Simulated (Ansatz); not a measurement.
# CH₆GeTe: up Jacob's ladder to CCSD(T)

Aim: compute CH₆GeTe with functionals from several rungs and with coupled cluster. The yardstick is the atomisation energy at the CCSD(T) limit.

Method: functionals in def2-TZVPP, the program's frozen cores in correlated methods; program: Ansatz 0.2.0, Gaussian basis.

Levels to be run: PBE-D4, r2SCAN-D4, PBE0-D4, B3LYP-D4, ωB97X-V, ωB97M-V, B2PLYP; CCSD(T)/def2-TZVPP; MP2/def2-QZVPP; extrapolation to the limit.

## (1) The relaxed structure

All runs share one geometry, relaxed beforehand with PBE0-D4 in a triple-zeta def2 set. Te takes the def2 core potential; no spin-orbit term is included.

SMILES `[CH3][GeH2][TeH]`, 9 atoms, charge 0, spin multiplicity 1.

Atoms are counted from 1 here; the program's logs count them from 0.

Bond lengths: C1–Ge2 1.950 Å, C1–H4 1.092 Å, C1–H5 1.090 Å, C1–H6 1.090 Å, Ge2–Te3 2.564 Å, Ge2–H7 1.539 Å, Ge2–H8 1.539 Å, Te3–H9 1.658 Å. Angles: Ge2–C1–H4 110.0°, Ge2–C1–H5 109.8°, Ge2–C1–H6 109.9°, H4–C1–H5 109.3°, H4–C1–H6 108.9°, H5–C1–H6 108.8°, C1–Ge2–Te3 111.1°, C1–Ge2–H7 111.4°, C1–Ge2–H8 110.9°, Te3–Ge2–H7 104.3°, Te3–Ge2–H8 109.5°, H7–Ge2–H8 109.4°, Ge2–Te3–H9 91.5°.

## (2) PBE-D4 (GGA)

Input file in.yaml:

```yaml
crystal:
  periodic: [false, false, false]
  atoms:
    - {symbol: C, position_ang: [-0.541152, 0.934868, -0.692314]}
    - {symbol: Ge, position_ang: [0.398099, -0.722672, -0.274217]}
    - {symbol: Te, position_ang: [1.418823, -0.637226, 2.076776]}
    - {symbol: H, position_ang: [-0.942143, 0.890716, -1.706856]}
    - {symbol: H, position_ang: [0.144086, 1.778537, -0.612691]}
    - {symbol: H, position_ang: [-1.364244, 1.082453, 0.007209]}
    - {symbol: H, position_ang: [1.604721, -0.935877, -1.205433]}
    - {symbol: H, position_ang: [-0.548116, -1.932221, -0.379458]}
    - {symbol: H, position_ang: [-0.081574, -0.504781, 2.769883]}
basis:
  gaussian: {orbitals: def2-TZVPP}
hamiltonian: {xc: pbe, dispersion: d4}
output: {forces: true, orbitals: {seedname: orbitals}}
```

Launch:

```
> ansatz run in.yaml --threads 4 --pin off --events-out ev --progress --plain --max-ram 10444MiB
```

After this run come: r2SCAN-D4 (meta-GGA); PBE0-D4 (hybrid); B3LYP-D4 (hybrid); ωB97X-V (range-separated); ωB97M-V (range-separated); B2PLYP (double hybrid); CCSD(T) in def2-TZVPP; MP2 in def2-QZVPP.

Before running them: what should the planned runs give, taken together? Wanted: atomisation energy, CCSD(T)/CBS; farthest; mean size of error, hybrid; mean size of error, range-separated; gap, smallest and largest; T1 diagnostic; triples share of the correlation energy.

The runs gave:

| quantity | value |
| --- | --- |
| atomisation energy, CCSD(T)/CBS | 28.176 eV |
| functionals within 0.282 eV (1.0 %) | PBE-D4, r2SCAN-D4, ωB97X-V |
| farthest | B2PLYP (-0.629 eV) |
| mean size of error, hybrid | 0.339 eV |
| mean size of error, range-separated | 0.261 eV |
| gap, smallest and largest | 3.85 eV (PBE-D4), 9.84 eV (ωB97X-V) |
| T1 diagnostic | 0.0103 |
| triples share of the correlation energy | 3.0 % |

**Reading.** PBE-D4 misses by -0.161 eV. Double hybrids carry the basis error of their MP2 part in triple zeta, and no dispersion term here, so their miss is partly the set-up's. Misses under about 0.282 eV are within the doubt on the reference itself, which lacks core-valence correlation, spin-orbit coupling and higher excitations, and its outer-core shells are covered unevenly. All levels share the lack of spin-orbit coupling, which lowers the free heavy atoms and so the true binding. Hartree-Fock recovers 73 % of the binding; the rest is correlation. Orbital gaps span 3.8 to 9.8 eV; exact exchange widens them. Correlated methods include outer-core shells of Ge, Te, which these sets cover unevenly.
